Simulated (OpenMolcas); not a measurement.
# Ta⁴⁺ with 6 ligands (sulfide): CASSCF and CASPT2 levels and susceptibility

Aim: the ligand-field states of Ta⁴⁺ in this surrounding, its lowest levels with spin-orbit coupling and its magnetic susceptibility.

The numbers are computed with OpenMolcas 26.06 (state-averaged CASSCF and CASPT2, spin-orbit coupling by RASSI with atomic mean-field integrals), except any that are marked as measured or tabulated.

### 1 What is computed

* Species: Ta⁴⁺ (tantalum, Z = 73, 69 electrons)
* Basis: ANO-RCC-VTZP [8s7p5d3f2g1h], 212 functions with the ligands
* Scalar Hamiltonian: DKH2, point nucleus
* Inactive shells: 1s 2s 2p 3s 3p 3d 4s 4p 4d 4f 5s 5p of the metal, and all ligand shells
* Active space: 1 electron in 5 orbitals (5d)
* Some configurations of this space: 5d
* Orbitals: optimised for each spin and parity, averaged over all roots

The outer shells:

5d
```
5d [↑ ][  ][  ][  ][  ]
```

Ta⁴⁺ is taken with 6 ligands (sulfide) in octahedron coordination (Oh) at 2.4 Å. A charge of +1.33 e stands 2.6 Å behind each ligand. Ligand basis ANO-RCC-VDZP. The distances are assumed, not relaxed.

```xyz
7

Ta    0.0000    0.0000    0.0000
S     2.4000    0.0000    0.0000
S     0.0000    2.4000    0.0000
S    -2.4000    0.0000    0.0000
S     0.0000   -2.4000    0.0000
S     0.0000    0.0000    2.4000
S     0.0000    0.0000   -2.4000
```

The work runs as a chain of OpenMolcas steps in one folder; each step below is one input file. Labels, J, g values, rates, χT and fits are worked out afterwards by a script from the matrices that RASSI stores. The input lists half of the charges; inversion (Group=XYZ) makes the rest.

### 2 Basis and integrals

File a.inp:

```
&GATEWAY
Coord
7

Ta 0.0 0.0 0.0
S 2.400000 0.000000 0.000000
S 0.000000 2.400000 0.000000
S -2.400000 0.000000 0.000000
S 0.000000 -2.400000 0.000000
S 0.000000 0.000000 2.400000
S 0.000000 0.000000 -2.400000
Basis=Ta.ANO-RCC-VTZP,S.ANO-RCC-VDZP
Group=XYZ
NoMove
AngMom=0.0 0.0 0.0
AMFI
RICD
XField
3 Angstrom 0
5.000000 0.000000 0.000000 1.333333
0.000000 5.000000 0.000000 1.333333
0.000000 0.000000 5.000000 1.333333
&SEWARD
```

On the command line:

```bash
OMP_NUM_THREADS=1 MOLCAS_MEM=2457 MOLCAS_PROJECT=a pymolcas a.inp > a.log
```

### 3 Reference wave functions, doublets of even parity, 5 roots

File a.inp:

```
&RASSCF
FileOrb=start.orb
Symmetry=1
Spin=2
nActEl=1 0 0
Inactive=42 46
Ras2=5 0
CIRoot=5 5 1
SDav=5
CIMx=300
Iter=150 100
PrWF=0.3
OrbListing=Nothing
MaxOrb=0
LevShft=1.0
>>> COPY $Project.JobIph JOB001
```

start.orb holds start orbitals that the driver prepared beforehand, or those of the step before.

### 4 State interaction with spin-orbit coupling

File a.inp:

```
&RASSI
NrOfJobIphs=1 5
1 2 3 4 5
IphNames
JOB001
EJob
SpinOrbit
DIPRint=1.0
SOCoupling=1000.0
Subsets=2
Property=9
'ANGMOM' 1 'ANGMOM' 2 'ANGMOM' 3 'MLTPL  1' 1 'MLTPL  1' 2 'MLTPL  1' 3
'AMFI' 1 'AMFI' 2 'AMFI' 3
SOProperty=3
'ANGMOM' 1 'ANGMOM' 2 'ANGMOM' 3
```

### 5 CASPT2: IPEA 0.25, imaginary shift 0.1 (56 orbitals frozen, the lowest in energy)

File a.inp:

```
>>> COPY JOB001 $Project.JobIph
&CASPT2
Multistate=5 1 2 3 4 5
NoMult
Frozen=29 27
IPEA=0.25
Imaginary=0.1
MaxIter=60
WThr=0.0 0.3 0.05
PrWF=0.5
NoMix
```

(Steps that only read results are left out.)

What does the calculation give? Wanted: spin-free ground state; first state of the same spin within the active space; lowest level; next level.

As calculated:

| quantity | value |
| --- | --- |
| method | SS-CASPT2, IPEA 0.25, imaginary shift 0.1 (56 orbitals frozen, the lowest in energy) |
| spin-free ground state | 2T2, 3-fold in its orbital part |
| first state of the same spin within the active space | 2E at 6670 cm⁻¹ |
| lowest level | 4-fold Γ8 |
| next level | 3316.8 cm⁻¹ |
| χT at 300 K | 0.06 cm³ K/mol |
| effective moment at 300 K | 0.67 μB |

Cost by method:

```tsv
method	time of its own steps	time with the reference
A. CASSCF	42 s	42 s
B. SS-CASPT2, IPEA 0.25, imaginary shift 0.1 (56 orbitals frozen, the lowest in energy)	42 s	84 s
```

Times are of one thread on a shared host.

**Reading.** The spin-free ground state (2T2) is 3-fold and keeps the highest spin of the shell. χT at 300 K is 0.06, against 0.38 cm³ K/mol for the spin alone, so orbital moment lowers it. A ligand-field fit to the states below 45000 cm-1 gives 10Dq = 6672 cm-1, the gap between the two states. The frozen orbitals are chosen by energy, so an outer shell of the metal can be frozen while a deeper shell elsewhere is correlated. The bonds are covalent and no ligand orbital is active, so the numbers are rough. Bare point charges leave oxide and sulfide ligands too diffuse, so the field comes out too small.
